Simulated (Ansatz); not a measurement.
Consider a test of the smearing width of LaIn, space group Pm-3m (Ansatz 0.2.0 through its Python package).

The script, `lain.py`:
```python
"""Smearing width test for LaIn."""

from dataclasses import dataclass
import warnings

import ansatz as az
import numpy as np
from tabulate import tabulate


@dataclass
class Options:
    xc: str = "PBEsol"
    vdw: str = "d3bjatm"
    k_length: int = 29


settings = Options()


def main() -> None:
    warnings.simplefilter("ignore", az.DeckWarning)

    vectors = np.array([
        [3.95407724, 0.0, 0.0],
        [0.0, 3.95407724, 0.0],
        [0.0, 0.0, 3.95407724],
    ])
    system = (
        az.Lattice.of(vectors)
        .atom("La", (0.5, 0.5, 0.5))
        .atom("In", (0.0, 0.0, 0.0))
    )

    model = (
        system.calculation()
        .pseudopotentials("paw", azcp={"folder": "soft_1"})
        .functional(settings.xc, dispersion=settings.vdw)
        .kpoints(length=settings.k_length)
        .forces()
        .stress()
    )

    rows = []
    for value in [0.25, 0.15, 0.1, 0.05, 0.025]:
        report = model.occupations("gaussian", width=value).run(threads=1, backend="cpu").report
        rows.append((value, report["free_energy_ev"] / len(report["lattice"]["sites"]), report["n_iterations"], sum(report["stress_gpa"][i][i] for i in range(3)) / 3, max(abs(f) for row in report["forces_ev_ang"] for f in row), report["n_kpoints"]))

    print(tabulate(rows, headers=["width (eV)", "F/atom (eV)", "iterations", "P (GPa)", "max component (eV/A)", "k-points"], floatfmt=".4f", tablefmt="simple"))

    # the last row is the reference
    for row in rows[:-1]:
        shift = 1000 * (row[1] - rows[-1][1])
        print(f"{row[0]}: {shift:+.2f} meV/atom" + ("  (within 5 meV)" if abs(shift) < 5 else ""))


if __name__ == "__main__":
    main()
```

How much does the free energy per atom change between the narrowest and the widest smearing, and why?

Going from 0.025 to 0.25 eV changes F by -9.5 meV an atom. With this scheme F falls roughly as the square of the width; the report's estimate for zero width (energy_sigma0_ev) moves by only +0.5 meV. The pressure moves from -4.28 to -4.35 GPa.

The run itself:

```console
$ python lain.py
  width (eV)    F/atom (eV)    iterations    P (GPa)    max component (eV/A)    k-points
------------  -------------  ------------  ---------  ----------------------  ----------
      0.2500     -5844.4134             8    -4.3461                  0.0000          20
      0.1500     -5844.4071             8    -4.3749                  0.0000          20
      0.1000     -5844.4052             7    -4.3605                  0.0000          20
      0.0500     -5844.4042             7    -4.3155                  0.0000          20
      0.0250     -5844.4039             7    -4.2845                  0.0000          20
0.25: -9.51 meV/atom
0.15: -3.25 meV/atom  (within 5 meV)
0.1: -1.38 meV/atom  (within 5 meV)
0.05: -0.30 meV/atom  (within 5 meV)
```

What to keep in mind:
- Dispersion corrections can be off by several per cent in the lattices of metals, and by several GPa in the pressure at a fixed cell.
- The mesh is modest for a metal, so energies can be off by several to tens of meV an atom and pressures by half a GPa or more; differences at equal mesh fare better.
- The free energy holds a sizeable smearing term, which stands for no physical temperature.
- Forces vanish by symmetry here and test nothing.
- The PAW files read here were made with PBE, not with each functional that runs on them.
- The narrowest width needs the finest mesh, so the last row is no converged reference.
- Pressure is positive in compression.
- This cell is a computed structure, which may not be the phase found in nature.
- The script silences the warnings on its input, which a real study should read.
- Run time: 6.3 s on 1 thread of Intel(R) Xeon(R) Processor @ 2.30GHz, with other jobs on the host, peak memory 0.52 GiB.
